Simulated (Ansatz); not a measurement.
A run of Ansatz 0.2.0:

File input.yaml:

```yaml
crystal:
  lattice:
    - [2.8584044518, 0.0, 0.0]
    - [-1.4292022259, 2.4754508696, 0.0]
    - [0.0, 0.0, 6.532504]
  atoms:
    - { symbol: Pt, position: [0.6666666667, 0.3333333333, 0.316206] }
    - { symbol: Pt, position: [0.3333333333, 0.6666666667, 0.683794] }
    - { symbol: Mn, position: [0.0, 0.0, 0.0], spin: 4.0 }
kpoints:
  mp_grid: { grid: [11, 11, 4] }
  band_path:
    path:
      - [0.0, 0.0, 0.0]
      - [0.5, 0.0, 0.0]
      - [0.3333333333, 0.3333333333, 0.0]
      - [0.0, 0.0, 0.0]
      - [0.0, 0.0, 0.5]
      - [0.5, 0.0, 0.5]
      - [0.3333333333, 0.3333333333, 0.5]
      - [0.0, 0.0, 0.5]
    npoints: 12
scf:
  occupations: { method: fermi_dirac, width: 0.05 }
hamiltonian:
  xc: pbe
  pseudopotentials: { kind: all_electron, lapw: { basis_error: 0.002 } }
magnetization:
  spin_polarized: true
output:
  forces: true
  stress: true
  eigenvalues: true
```

Potentials or basis: all-electron LAPW, scalar-relativistic.

Run with:

```bash
$ ansatz run input.yaml --threads 4 --pin off --max-ram 12288MiB --backend cpu --events-out ev --progress --plain --runs-dir out
```

Hardware: 4 threads of Arm Neoverse V2 (shared host).

Problem. Estimate the wall time of this run.

Solution. It took 100 s on 4 threads of Arm Neoverse V2, on a shared host, peak memory 1.9 GiB. Counts: scf iterations 18, plane waves 461, k points 58, bands 62.
